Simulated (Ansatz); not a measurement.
# BCl2H5O2Si: the cost of one run

Method: RKS PBE-D4/cc-pVDZ, in Ansatz 0.2.0.

## 1. The system as given

Bond lengths: B1–O2 1.760 Å, O2–H3 1.010 Å, B1–Cl4 1.860 Å, B1–Cl5 1.860 Å, B1–O6 1.710 Å, O6–Si7 1.680 Å, Si7–H8 1.460 Å, Si7–H9 1.460 Å, Si7–H10 1.460 Å, O2–H11 1.098 Å, O6–H11 1.123 Å, Si7–H11 1.616 Å. Angles (14 of 25 angles, heavy atoms first): O2–B1–Cl4 120.0°, O2–B1–Cl5 120.0°, O2–B1–O6 71.6°, Cl4–B1–Cl5 120.0°, Cl4–B1–O6 88.5°, Cl5–B1–O6 110.0°, B1–O6–Si7 125.0°, B1–O2–H3 109.5°, B1–O2–H11 77.2°, B1–O6–H11 78.9°, Si7–O6–H11 67.1°, O6–Si7–H8 109.5°, O6–Si7–H9 109.5°, O6–Si7–H10 109.5°.

Structure file:

```xyz
11

B     0.0000    0.0000    0.0000
O     0.0000    0.0000    1.7600
H    -0.9095   -0.2814    2.0971
Cl    1.6108    0.0000   -0.9300
Cl   -1.6108    0.0000   -0.9300
O     0.3647    1.5813    0.5392
Si    1.5600    1.9672    1.6549
H     2.2860    0.7572    2.0295
H     2.4875    2.9269    1.0631
H     0.9466    2.5534    2.8431
H     0.2407    1.0435    1.5173
```

## 2. A restrained relaxation towards end A

Springs on the bonds that form and break draw the guess towards this end; the thresholds are loose.

Input file input.yaml:

```yaml
crystal:
  periodic: [false, false, false]
  atoms:
    - { symbol: B, position_ang: [0.0, 0.0, 0.0] }
    - { symbol: O, position_ang: [0.0, 0.0, 1.76] }
    - { symbol: H, position_ang: [-0.9095, -0.2814, 2.0971] }
    - { symbol: Cl, position_ang: [1.6108, 0.0, -0.93] }
    - { symbol: Cl, position_ang: [-1.6108, 0.0, -0.93] }
    - { symbol: O, position_ang: [0.3647, 1.5813, 0.5392] }
    - { symbol: Si, position_ang: [1.56, 1.9672, 1.6549] }
    - { symbol: H, position_ang: [2.286, 0.7572, 2.0295] }
    - { symbol: H, position_ang: [2.4875, 2.9269, 1.0631] }
    - { symbol: H, position_ang: [0.9466, 2.5534, 2.8431] }
    - { symbol: H, position_ang: [0.2407, 1.0435, 1.5173] }
basis:
  gaussian: { orbitals: cc-pVDZ }
hamiltonian:
  xc: pbe
  dispersion: d4
relax:
  f_tol: 0.15
  max_steps: 25
  restrain:
    - { distance: [0, 5], at: 2.61, k: 30.0 }
    - { distance: [10, 1], at: 2.21, k: 30.0 }
    - { distance: [0, 1], at: 1.41, k: 30.0 }
    - { distance: [10, 5], at: 1.01, k: 30.0 }
```

The run is started by

```sh
ansatz run input.yaml --threads 4 --pin off --max-ram 5120MiB --backend cpu --events-out ev --progress --plain --runs-dir out
```

Q: Estimate wall time and peak memory on 4 threads of Arm Neoverse V2, shared host.

About 23 s, with a peak of 0.2 GiB.
